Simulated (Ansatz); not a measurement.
**CH6ClNOSi: up Jacob's ladder to CCSD(T)**

One table from this session's results is given with a row withheld; the runs are named, their logs left out.

Computed with Ansatz 0.2.0, Gaussian basis. Level: functionals in def2-TZVPP, the program's frozen cores in correlated methods.

Plan: LDA (SPW92), PBE-D4, revPBE-D4, BLYP-D4, r2SCAN-D4, B97M-V, PBE0-D4, B3LYP-D4, r2SCANh-D4, r2SCAN0-D4, HSE06-D4, BHLYP-D4, CAM-B3LYP-D4, LC-ωPBE, ωB97X-V, ωB97M-V, B2PLYP, PBE-QIDH; CCSD(T)/def2-SVP; CCSD(T)/def2-TZVPP; MP2/def2-QZVPP; extrapolation to the limit; RPA on PBE.

## Structure used throughout

An earlier PBE0-D4 in a triple-zeta def2 set relaxation fixed the geometry.

SMILES `NCO[SiH2]Cl`, 11 atoms, charge 0, spin multiplicity 1.

Atoms are counted from 1 here; the program's logs count them from 0.

Bond lengths: N1–C2 1.413 Å, N1–H6 1.011 Å, N1–H7 1.011 Å, C2–O3 1.437 Å, C2–H8 1.095 Å, C2–H9 1.093 Å, O3–Si4 1.626 Å, Si4–Cl5 2.059 Å, Si4–H10 1.475 Å, Si4–H11 1.483 Å. Angles: C2–N1–H6 111.6°, C2–N1–H7 111.8°, H6–N1–H7 108.7°, N1–C2–O3 112.6°, N1–C2–H8 109.2°, N1–C2–H9 109.3°, O3–C2–H8 108.7°, O3–C2–H9 108.2°, H8–C2–H9 108.8°, C2–O3–Si4 125.1°, O3–Si4–Cl5 111.2°, O3–Si4–H10 107.1°, O3–Si4–H11 111.4°, Cl5–Si4–H10 108.4°, Cl5–Si4–H11 105.9°, H10–Si4–H11 112.8°.

Set-up of the first run:

File in.yaml:

```yaml
crystal:
  periodic: [false, false, false]
  atoms:
    - {symbol: N, position_ang: [-0.191016, 0.703641, 2.012018]}
    - {symbol: C, position_ang: [-0.428259, -0.049397, 0.840358]}
    - {symbol: O, position_ang: [0.408131, 0.356680, -0.255646]}
    - {symbol: Si, position_ang: [0.519030, -0.412869, -1.683515]}
    - {symbol: Cl, position_ang: [-1.277446, -0.376891, -2.689049]}
    - {symbol: H, position_ang: [-0.387087, 1.685398, 1.870045]}
    - {symbol: H, position_ang: [0.763176, 0.607466, 2.332558]}
    - {symbol: H, position_ang: [-0.242812, -1.108446, 1.048831]}
    - {symbol: H, position_ang: [-1.471758, 0.072753, 0.537848]}
    - {symbol: H, position_ang: [1.519271, 0.310801, -2.490755]}
    - {symbol: H, position_ang: [0.854170, -1.846036, -1.502293]}
basis:
  gaussian: {orbitals: def2-TZVPP}
hamiltonian: {xc: lda}
output: {orbitals: {seedname: orbitals}}
```

Steps of the session up to this table: LDA; PBE-D4 (GGA); revPBE-D4 (GGA); BLYP-D4 (GGA); r2SCAN-D4 (meta-GGA); B97M-V (meta-GGA); PBE0-D4 (hybrid); B3LYP-D4 (hybrid); r2SCANh-D4 (hybrid); r2SCAN0-D4 (hybrid); HSE06-D4 (hybrid); BHLYP-D4 (hybrid); CAM-B3LYP-D4 (range-separated); LC-ωPBE (range-separated); ωB97X-V (range-separated); ωB97M-V (range-separated); B2PLYP (double hybrid); PBE-QIDH (double hybrid).

One table of the session follows, with a row left open; its other results are not shown here.

It belongs to the step «Frontier levels by functional». 

| functional | HOMO (eV) | LUMO (eV) | gap (eV) |
| --- | --- | --- | --- |
| LDA (SPW92) | -6.47 | -0.58 | 5.90 |
| PBE-D4 | -6.32 | -0.30 | 6.02 |
| revPBE-D4 | -6.26 | -0.18 | 6.07 |
| BLYP-D4 | -6.19 | -0.18 | 6.02 |
| r2SCAN-D4 | -6.64 | 0.14 | 6.78 |
| B97M-V | -6.81 | -0.09 | 6.72 |
| PBE0-D4 | -7.82 | 0.56 | 8.38 |
| B3LYP-D4 | -7.56 | 0.33 | 7.89 |
| r2SCANh-D4 | -7.21 | 0.42 | 7.63 |
| r2SCAN0-D4 | -8.06 | 0.84 | 8.90 |
| HSE06-D4 | -7.41 | 0.18 | 7.60 |
| BHLYP-D4 | -9.26 | 1.37 | 10.63 |
| CAM-B3LYP-D4 | -9.28 | 1.50 | 10.78 |
| LC-ωPBE | -10.70 | 2.70 | 13.40 |
| ωB97X-V | ? | ? | ? |
| ωB97M-V | -10.24 | 2.18 | 12.43 |

Estimate the missing values for ωB97X-V.

The run gave: HOMO (eV): -10.33; LUMO (eV): 2.55; gap (eV): 12.87. In the column «HOMO (eV)» it lies between LC-ωPBE (-10.70) and ωB97M-V (-10.24).
